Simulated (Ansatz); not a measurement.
# CH3In: the cost of one run

Program: Ansatz 0.2.0, Gaussian basis. Level of theory: PBE0-D4/def2-TZVP structures, single points in def2-TZVPP, no counterpoise correction. These are calculated values, not measurements.

Levels: SPW92, PBE-D4, BLYP-D4, r2SCAN-D4, B97M-V, PBE0-D4, B3LYP-D4, r2SCAN0-D4, BHLYP-D4, CAM-B3LYP-D4, wB97X-V, wB97M-V, B2PLYP, PBE-QIDH, RPA on PBE, Hartree-Fock, MP2, CCSD, CCSD(T).

Correlated methods freeze the cores. Filled d shells of the heavier atoms are correlated. Core potentials replace the inner electrons past krypton, and spin-orbit coupling is left out. B3LYP uses VWN-RPA correlation. B2PLYP carries no dispersion term here.

90 further runs of the same task are left out: 2 that didn't finish, 88 set aside as unsound or not needed.

## Step 1: The system as given

The complex: 7 atoms, charge 0, spin multiplicity 1.

Atoms are counted from 1 here; the program's logs count them from 0.

Bond lengths: In1–C4 2.242 Å, H2–H3 0.748 Å, C4–H5 1.096 Å, C4–H6 1.096 Å, C4–H7 1.096 Å. Angles: In1–C4–H5 110.4°, In1–C4–H6 111.7°, In1–C4–H7 111.7°, H5–C4–H6 107.6°, H5–C4–H7 107.5°, H6–C4–H7 107.7°.

Geometry (Å):

```csv
atom,x (Å),y (Å),z (Å)
In1,-1.77641,-0.63758,0.41167
H2,0.65419,-1.22507,-1.54883
H3,0.29883,-1.79054,-1.88557
C4,-0.02451,0.72904,0.71194
H5,-0.23057,1.44178,1.51841
H6,0.88058,0.17451,0.98389
H7,0.19800,1.30796,-0.19141
```

Its parts: CH3In holds atoms 1, 4, 5, 6, 7; H2 holds atoms 2, 3. Each part counts its atoms afresh in its own runs.

## Step 2: Relaxing CH3In alone

relax-a/in.yaml

```yaml
crystal:
  periodic: [false, false, false]
  atoms:
    - {symbol: In, position_ang: [-1.776407, -0.637582, 0.411666]}
    - {symbol: C, position_ang: [-0.024512, 0.729040, 0.711938]}
    - {symbol: H, position_ang: [-0.230573, 1.441779, 1.518412]}
    - {symbol: H, position_ang: [0.880583, 0.174509, 0.983894]}
    - {symbol: H, position_ang: [0.197999, 1.307961, -0.191411]}
basis:
  gaussian: {orbitals: def2-TZVP}
hamiltonian: {xc: pbe0, dispersion: d4}
relax: {f_tol: 0.005, max_steps: 200}
```

Run with:

```
> ansatz run in.yaml --threads 2 --pin off --events-out ev --progress --plain --max-ram 4352MiB
```

**Question.** How long does this run take on 2 threads of Arm Neoverse V2, shared host?

About 5.5 s.
